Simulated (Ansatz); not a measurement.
**CH2BFOS: how energies converge with the basis set**

The task here is to estimate one member of a computed series from the others.

Method: one geometry, several basis sets; program: Ansatz 0.2.0, Gaussian basis.

Plan: PBE0-D4/def2-SVP; ωB97M-V/def2-SVP; PBE0-D4/def2-QZVPP; ωB97M-V/def2-QZVPP; the functionals' def2-TZVPP values are taken from earlier runs.

**The relaxed structure**

All runs share one geometry, relaxed beforehand with PBE0-D4 in a triple-zeta def2 set.

SMILES `OB1SC1F`, 7 atoms, charge 0, spin multiplicity 1.

Atoms are counted from 1 here; the program's logs count them from 0.

Bond lengths: O1–B2 1.338 Å, O1–H6 0.961 Å, B2–S3 1.754 Å, B2–C4 1.534 Å, S3–C4 1.861 Å, C4–F5 1.366 Å, C4–H7 1.086 Å. Angles: B2–O1–H6 113.8°, O1–B2–S3 142.1°, O1–B2–C4 149.2°, S3–B2–C4 68.5°, B2–S3–C4 50.1°, B2–C4–S3 61.3°, B2–C4–F5 120.2°, B2–C4–H7 126.4°, S3–C4–F5 115.6°, S3–C4–H7 113.2°, F5–C4–H7 109.8°.

Coordinates:

```mol
CH2BFOS
  3D, bonds by distance, orders not assigned

  7  7  0  0  0  0  0  0  0  0999 V2000
   -1.1231    0.2243    1.4412 O   0  0
   -0.2528   -0.2450    0.5400 B   0  0
    0.8858   -1.5510    0.2639 S   0  0
    0.4901   -0.0701   -0.7911 C   0  0
    1.4859    0.8574   -0.9051 F   0  0
   -1.5420    1.0496    1.1821 H   0  0
    0.1174   -0.3333   -1.7769 H   0  0
  1  2  8  0
  2  3  8  0
  3  4  8  0
  4  5  8  0
  1  6  8  0
  4  7  8  0
  2  4  8  0
M  END
```

Set-up of the first run:

Input file in.yaml:

```yaml
crystal:
  periodic: [false, false, false]
  atoms:
    - {symbol: O, position_ang: [-1.123122, 0.224304, 1.441163]}
    - {symbol: B, position_ang: [-0.252800, -0.245009, 0.540003]}
    - {symbol: S, position_ang: [0.885777, -1.551017, 0.263891]}
    - {symbol: C, position_ang: [0.490053, -0.070063, -0.791054]}
    - {symbol: F, position_ang: [1.485853, 0.857361, -0.905081]}
    - {symbol: H, position_ang: [-1.541972, 1.049602, 1.182127]}
    - {symbol: H, position_ang: [0.117412, -0.333278, -1.776850]}
basis:
  gaussian: {orbitals: def2-SVP}
hamiltonian: {xc: pbe0, dispersion: d4}
output: {orbitals: {seedname: orbitals}}
```

Run with:

```bash
ansatz run in.yaml --threads 2 --pin off --events-out ev --progress --plain --max-ram 4352MiB
```

Steps of the session up to this table: PBE0-D4 in def2-SVP; ωB97M-V in def2-SVP; PBE0-D4 in def2-QZVPP; ωB97M-V in def2-QZVPP.

One table of the session follows, with a row left open; its other results are not shown here.

It belongs to the step «Density functionals: the series». 

| functional | basis | HOMO (eV) | LUMO (eV) |
| --- | --- | --- | --- |
| PBE0-D4 | def2-SVP | ? | ? |
| PBE0-D4 | def2-TZVPP | -7.87 | -0.56 |
| PBE0-D4 | def2-QZVPP | -7.90 | -0.64 |
| ωB97M-V | def2-SVP | -9.89 | 1.94 |
| ωB97M-V | def2-TZVPP | -10.04 | 1.41 |
| ωB97M-V | def2-QZVPP | -10.08 | 1.02 |

**Question.** Estimate the row for PBE0-D4, def2-SVP.

As computed: HOMO (eV): -7.75; LUMO (eV): -0.26. In the column «HOMO (eV)» it is the highest.
